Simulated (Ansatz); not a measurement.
# C₂H₆FNOSi: up Jacob's ladder to CCSD(T)

Aim: compute C₂H₆FNOSi with functionals from several rungs and with coupled cluster. The yardstick is the atomisation energy at the CCSD(T) limit.

Computed with Ansatz 0.2.0, Gaussian basis. Level: functionals in def2-TZVPP, the program's frozen cores in correlated methods.

Plan: PBE-D4, r2SCAN-D4, PBE0-D4, B3LYP-D4, ωB97X-V, ωB97M-V, B2PLYP; CCSD(T)/def2-TZVPP; MP2/def2-QZVPP; extrapolation to the limit.

### 1 The geometry

The geometry comes from an earlier relaxation with PBE0-D4 in a triple-zeta def2 set; it is a stationary point, not always the lowest conformer.

SMILES `O=CNC(F)[SiH3]`, 12 atoms, charge 0, spin multiplicity 1.

Atoms are counted from 1 here; the program's logs count them from 0.

Bond lengths: O1–C2 1.203 Å, C2–N3 1.368 Å, C2–H7 1.105 Å, N3–C4 1.416 Å, N3–H8 1.007 Å, C4–F5 1.402 Å, C4–Si6 1.906 Å, C4–H9 1.093 Å, Si6–H10 1.485 Å, Si6–H11 1.487 Å, Si6–H12 1.482 Å. Angles: O1–C2–N3 125.0°, O1–C2–H7 123.0°, N3–C2–H7 112.0°, C2–N3–C4 122.7°, C2–N3–H8 117.6°, C4–N3–H8 119.1°, N3–C4–F5 110.3°, N3–C4–Si6 112.7°, N3–C4–H9 106.8°, F5–C4–Si6 108.1°, F5–C4–H9 106.7°, Si6–C4–H9 112.1°, C4–Si6–H10 108.5°, C4–Si6–H11 107.8°, C4–Si6–H12 109.7°, H10–Si6–H11 109.6°, H10–Si6–H12 110.7°, H11–Si6–H12 110.5°.

### 2 PBE-D4 (GGA)

in.yaml reads:

```yaml
crystal:
  periodic: [false, false, false]
  atoms:
    - {symbol: O, position_ang: [0.430370, -1.310403, 2.374879]}
    - {symbol: C, position_ang: [0.102867, -1.720928, 1.293077]}
    - {symbol: N, position_ang: [-0.211089, -0.935109, 0.218836]}
    - {symbol: C, position_ang: [-0.291909, 0.476431, 0.301261]}
    - {symbol: F, position_ang: [-1.619604, 0.875382, 0.507668]}
    - {symbol: Si, position_ang: [0.348380, 1.343662, -1.270714]}
    - {symbol: H, position_ang: [0.046063, -2.797485, 1.048994]}
    - {symbol: H, position_ang: [-0.523218, -1.396215, -0.620651]}
    - {symbol: H, position_ang: [0.268130, 0.773032, 1.191933]}
    - {symbol: H, position_ang: [1.811727, 1.114943, -1.371470]}
    - {symbol: H, position_ang: [-0.334225, 0.728630, -2.440180]}
    - {symbol: H, position_ang: [0.049409, 2.792959, -1.199634]}
basis:
  gaussian: {orbitals: def2-TZVPP}
hamiltonian: {xc: pbe, dispersion: d4}
output: {forces: true, orbitals: {seedname: orbitals}}
```

The run is started by

```
ansatz run in.yaml --threads 4 --pin off --events-out ev --progress --plain --max-ram 10444MiB
```

After this run come: r2SCAN-D4 (meta-GGA); PBE0-D4 (hybrid); B3LYP-D4 (hybrid); ωB97X-V (range-separated); ωB97M-V (range-separated); B2PLYP (double hybrid); CCSD(T) in def2-TZVPP; MP2 in def2-QZVPP.

Q: Predict the results of all the runs planned. Wanted: atomisation energy, CCSD(T)/CBS; farthest; mean size of error, hybrid; mean size of error, range-separated; gap, smallest and largest; T1 diagnostic; triples share of the correlation energy.

The runs gave:

| quantity | value |
| --- | --- |
| atomisation energy, CCSD(T)/CBS | 4484.1 kJ/mol |
| functionals within 22.4 kJ/mol (0.5 %) | r2SCAN-D4, PBE0-D4, B3LYP-D4 |
| farthest | PBE-D4 (+145.8 kJ/mol) |
| mean size of error, hybrid | 17.0 kJ/mol |
| mean size of error, range-separated | 31.1 kJ/mol |
| gap, smallest and largest | 5.05 eV (PBE-D4), 12.51 eV (ωB97X-V) |
| T1 diagnostic | 0.0146 |
| triples share of the correlation energy | 3.8 % |

In words: PBE-D4 misses by +145.8 kJ/mol. Double hybrids carry the basis error of their MP2 part in triple zeta, and no dispersion term here, so their miss is partly the set-up's. Misses under about 22.4 kJ/mol are within the doubt on the reference itself, which lacks core-valence correlation, relativity and higher excitations. Hartree-Fock recovers 69 % of the binding; the rest is correlation. The gap grows from 5.1 to 12.5 eV across the functionals, mostly with the share of exact exchange.
